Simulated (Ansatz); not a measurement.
# MgAl8Cu4: the cost of one run

Program: Ansatz 0.2.0. Level of theory: DFT PBEsol, scalar-relativistic, plane waves, PAW. These are calculated values, not measurements.

3 further runs of the same task are left out: 3 set aside as unsound or not needed.

## (1) The starting structure

The structure is orthorhombic, space group Cmm2 (No. 35). The conventional cell has a = 4.828 Å, b = 8.476 Å, c = 24.125 Å, α = 90.00°, β = 90.00°, γ = 90.00°. Al (site symmetry m) has 2 Cu at 2.56 Å and 3 Al at 2.70 to 2.86 Å in its first shell of neighbours. Around Al (site symmetry mm2) lie 4 Cu at 2.56 Å and 2 Al at 2.86 Å. Cu (site symmetry 2) is surrounded by 2 Cu at 2.41 Å and 8 Al at 2.55 to 2.56 Å. Al (site symmetry mm2) is surrounded by 4 Cu at 2.56 Å and 3 Al at 2.79 to 2.86 Å. Around Al (site symmetry m) lie 4 Cu at 2.53 to 2.55 Å and 4 Al at 2.72 to 2.92 Å. Al (site symmetry mm2) is surrounded by 4 Cu at 2.52 Å and 3 Al at 2.67 to 2.79 Å. Cu (site symmetry 2) is surrounded by 2 Cu at 2.41 Å and 6 Al at 2.49 to 2.53 Å. Around Al (site symmetry mm2) lie 4 Cu at 2.49 Å and 2 Al at 2.67 Å.

Structure file:

```cif
data_structure
_symmetry_space_group_name_H-M 'P 1'
_symmetry_Int_Tables_number 1
_cell_length_a 4.8278
_cell_length_b 4.8771
_cell_length_c 24.1252
_cell_angle_alpha 90.000
_cell_angle_beta 90.000
_cell_angle_gamma 119.667
_cell_volume 493.58
loop_
_atom_site_label
_atom_site_type_symbol
_atom_site_fract_x
_atom_site_fract_y
_atom_site_fract_z
_atom_site_occupancy
Al1 Al 0.40932 0.81864 0.35233 1
Al2 Al 0.09068 0.18136 0.35233 1
Al3 Al 0.75000 0.50000 0.40830 1
Cu1 Cu 0.75000 0.00000 0.44016 1
Cu2 Cu 0.25000 0.00000 0.44016 1
Al4 Al 0.25000 0.50000 0.47201 1
Al5 Al 0.91023 0.82047 0.52772 1
Al6 Al 0.58977 0.17953 0.52772 1
Al7 Al 0.25000 0.50000 0.58771 1
Cu3 Cu 0.25000 0.00000 0.61444 1
Cu4 Cu 0.75000 0.00000 0.61444 1
Al8 Al 0.75000 0.50000 0.63482 1
```

Planes are indexed in the bulk's conventional cell (I4/mcm (No. 140)), a = 5.993 Å, b = 5.993 Å, c = 4.828 Å, α = 90.00°, β = 90.00°, γ = 90.00°.

It is a (110) slab, 7.1 Å thick as cut, with 17 Å of vacuum; its outer planes are Al (top) and Al (bottom). An earlier relaxation, lower half held, gave -30550.4251 eV, work function 4.33 eV (top face), 4.39 eV (bottom face), dipole along +c 0.008 e·Å per cell.

## (2) Start: Mg, top (Al)

input.yaml

```yaml
crystal:
  lattice:
    - [4.8278486175, 0.0, 0.0]
    - [-2.4139243087, 4.2377626291, 0.0]
    - [0.0, 0.0, 26.1252049314]
  atoms:
    - { symbol: Al, position: [0.4093199579, 0.8186399157, 0.3253562995] }
    - { symbol: Al, position: [0.0906800421, 0.1813600843, 0.3253562995] }
    - { symbol: Al, position: [0.75, 0.5, 0.3770427965] }
    - { symbol: Cu, position: [0.75, 0.0, 0.4064611682] }
    - { symbol: Cu, position: [0.25, 0.0, 0.4064611682] }
    - { symbol: Al, position: [0.25, 0.5, 0.4358795398] }
    - { symbol: Al, position: [0.9102333869, 0.8204667739, 0.4873173145] }
    - { symbol: Al, position: [0.5897666131, 0.1795332261, 0.4873173145] }
    - { symbol: Al, position: [0.25, 0.5, 0.5427209729] }
    - { symbol: Cu, position: [0.25, 0.0, 0.5674063219] }
    - { symbol: Cu, position: [0.75, 0.0, 0.5674063219] }
    - { symbol: Al, position: [0.75, 0.5, 0.5862225246] }
    - { symbol: Mg, position: [0.75, 0.5, 0.6865088193] }
basis:
  ecutwfc: 420
kpoints:
  mp_grid: { grid: [7, 7, 1] }
hamiltonian:
  xc: pbesol
scf:
  occupations: { method: gaussian, width: 0.1 }
output:
  forces: true
  eigenvalues: true
  write_density: true
  write_potential: true
  elf: true
  volumetric_format: npy
relax:
  adjacent_minimum: "off"
  f_tol: 0.03
  max_steps: 70
  constraints: [{ sites: [0, 1, 2, 3, 4, 5] }]
efield:
  axis: 3
  dipole_correction: true
  ramp_width: 0.04
```

The run is started by

```sh
$ ansatz run input.yaml --threads 2 --pin off --max-ram 5120MiB --backend cpu --events-out ev --progress --plain --runs-dir out
```

Q: Estimate wall time and peak memory on 2 threads of Arm Neoverse V2, shared host.

About 3 min, with a peak of 1 GiB.
